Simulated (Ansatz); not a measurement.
# C2H6FGeN: a ladder of functionals and wavefunction methods

The task here is to estimate one member of a computed series from the others.

The runs use Ansatz 0.2.0, Gaussian basis; functionals in def2-TZVPP, the program's frozen cores in correlated methods.

The runs, in order: LDA (SPW92), PBE-D4, revPBE-D4, BLYP-D4, r2SCAN-D4, B97M-V, PBE0-D4, B3LYP-D4, r2SCANh-D4, r2SCAN0-D4, HSE06-D4, BHLYP-D4, CAM-B3LYP-D4, LC-ωPBE, ωB97X-V, ωB97M-V, B2PLYP, PBE-QIDH; CCSD(T)/def2-SVP; CCSD(T)/def2-TZVPP; MP2/def2-QZVPP; extrapolation to the limit; RPA on PBE.

**The relaxed structure**

The geometry comes from an earlier relaxation with PBE0-D4 in a triple-zeta def2 set; it is a stationary point, not always the lowest conformer.

SMILES `C[N](C)[Ge][F]`, 11 atoms, charge 0, spin multiplicity 1.

Atoms are counted from 1 here; the program's logs count them from 0.

Bond lengths: C1–N2 1.442 Å, C1–H6 1.098 Å, C1–H7 1.089 Å, C1–H8 1.098 Å, N2–C3 1.442 Å, N2–Ge4 1.821 Å, C3–H9 1.098 Å, C3–H10 1.094 Å, C3–H11 1.098 Å, Ge4–F5 1.773 Å. Angles: N2–C1–H6 110.9°, N2–C1–H7 110.1°, N2–C1–H8 110.9°, H6–C1–H7 108.7°, H6–C1–H8 107.5°, H7–C1–H8 108.7°, C1–N2–C3 114.1°, C1–N2–Ge4 126.7°, C3–N2–Ge4 119.2°, N2–C3–H9 111.4°, N2–C3–H10 110.5°, N2–C3–H11 111.4°, H9–C3–H10 107.9°, H9–C3–H11 107.6°, H10–C3–H11 107.9°, N2–Ge4–F5 96.6°.

Set-up of the first run:

File in.yaml:

```yaml
crystal:
  periodic: [false, false, false]
  atoms:
    - {symbol: C, position_ang: [-0.930645, 0.657870, -0.224342]}
    - {symbol: N, position_ang: [0.338068, 0.056680, 0.103781]}
    - {symbol: C, position_ang: [0.352355, -1.381550, 0.004556]}
    - {symbol: Ge, position_ang: [1.856363, 0.926195, 0.609712]}
    - {symbol: F, position_ang: [1.189081, 2.566902, 0.531464]}
    - {symbol: H, position_ang: [-1.224300, 0.414897, -1.253759]}
    - {symbol: H, position_ang: [-0.867980, 1.740558, -0.124945]}
    - {symbol: H, position_ang: [-1.722093, 0.287975, 0.440263]}
    - {symbol: H, position_ang: [0.115389, -1.715329, -1.013778]}
    - {symbol: H, position_ang: [1.340150, -1.774033, 0.265400]}
    - {symbol: H, position_ang: [-0.380890, -1.837066, 0.682349]}
basis:
  gaussian: {orbitals: def2-TZVPP}
hamiltonian: {xc: lda}
output: {orbitals: {seedname: orbitals}}
```

The run is started by

```bash
$ ansatz run in.yaml --threads 4 --pin off --events-out ev --progress --plain --max-ram 10444MiB
```

Steps of the session up to this table: LDA; PBE-D4 (GGA); revPBE-D4 (GGA); BLYP-D4 (GGA); r2SCAN-D4 (meta-GGA); B97M-V (meta-GGA); B3LYP-D4 (hybrid); r2SCANh-D4 (hybrid); r2SCAN0-D4 (hybrid); HSE06-D4 (hybrid); BHLYP-D4 (hybrid); CAM-B3LYP-D4 (range-separated); LC-ωPBE (range-separated); ωB97X-V (range-separated); ωB97M-V (range-separated); B2PLYP (double hybrid); PBE-QIDH (double hybrid).

One of the session's tables, all rows but one given; the rest of the session is left out.

It belongs to the step «Frontier levels by functional». 

```
  functional  HOMO (eV)  LUMO (eV)  gap (eV)
 LDA (SPW92)      -5.92      -2.37      3.56
      PBE-D4      -5.77      -2.16      3.61
   revPBE-D4      -5.71      -2.08      3.63
     BLYP-D4      -5.65      -2.07      3.57
   r2SCAN-D4      -6.03      -2.12      3.91
      B97M-V      -6.06      -2.07      3.98
     PBE0-D4      -6.98      -1.44      5.55
    B3LYP-D4      -6.77      -1.66      5.11
  r2SCANh-D4          ?          ?         ?
  r2SCAN0-D4      -7.16      -1.42      5.75
    HSE06-D4      -6.59      -1.81      4.78
    BHLYP-D4      -8.12      -0.64      7.48
CAM-B3LYP-D4      -8.30      -0.43      7.87
     LC-ωPBE      -9.62       0.68     10.30
     ωB97X-V      -9.30       0.58      9.88
     ωB97M-V      -9.20       0.47      9.67
```

**Question.** Estimate the row for r2SCANh-D4.

Worked estimate for «HOMO (eV)». Against the share of exact exchange, r2SCAN-D4 (0, -6.03), r2SCAN0-D4 (0.25, -7.16) give a slope of -4.52 per unit share; at 0.1 the line stands at -6.48.

As computed: HOMO (eV): -6.48; LUMO (eV): -1.84; gap (eV): 4.64. In «HOMO (eV)» the line misses by 0.00.
